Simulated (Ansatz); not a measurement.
# Si2W: the cost of one run

Computed with Ansatz 0.2.0 (DFT PBE, spin-orbit coupling, plane waves, PAW, and further levels as typed in the inputs, unless a step's input says otherwise).

### Step 1. The structure to begin with

Symmetry: I4/mmm, No. 139, tetragonal system. Conventional cell: a = 3.214 Å, b = 3.214 Å, c = 7.831 Å, α = 90.00°, β = 90.00°, γ = 90.00°. W (site symmetry 4/mmm) has 10 Si at 2.62 Å as nearest neighbours. Si (site symmetry 4mm) has 5 Si at 2.59 to 2.63 Å and 5 W at 2.62 Å as nearest neighbours.

Structure file:

```cif
data_structure
_symmetry_space_group_name_H-M 'I4/mmm'
_symmetry_Int_Tables_number 139
_cell_length_a 3.2140
_cell_length_b 3.2140
_cell_length_c 7.8313
_cell_angle_alpha 90.000
_cell_angle_beta 90.000
_cell_angle_gamma 90.000
_cell_volume 80.89
loop_
_atom_site_label
_atom_site_type_symbol
_atom_site_symmetry_multiplicity
_atom_site_Wyckoff_symbol
_atom_site_fract_x
_atom_site_fract_y
_atom_site_fract_z
_atom_site_occupancy
W1 W 2 a 0.00000 0.00000 0.00000 1
Si1 Si 4 e 0.00000 0.00000 0.33456 1
```

### Step 2. Single point: Si2W

input.yaml reads:

```yaml
crystal:
  lattice:
    - [-1.606975, 1.606975, 3.91564]
    - [1.606975, -1.606975, 3.91564]
    - [1.606975, 1.606975, -3.91564]
  atoms:
    - { symbol: W, position: [0.0, 0.0, 0.0] }
    - { symbol: Si, position: [0.33456, 0.33456, 0.0] }
    - { symbol: Si, position: [0.66544, 0.66544, 0.0] }
scf:
  occupations: { method: gaussian, width: 0.03 }
output:
  eigenstates: { nscf_kmesh: { grid: [32, 32, 32] } }
hamiltonian:
  xc: pbe
kpoints:
  mp_grid: { grid: [18, 18, 18] }
magnetization:
  noncollinear: true
  spin_orbit: true
```

The run is started by

```sh
$ ansatz run input.yaml --threads 4 --pin off --max-ram 12288MiB --backend cpu --events-out ev --progress --plain --runs-dir out
```

What time and memory should one allow on 4 threads of Intel Xeon 6975P-C (Granite Rapids), shared host?

About 68 s, with a peak of 2.6 GiB.
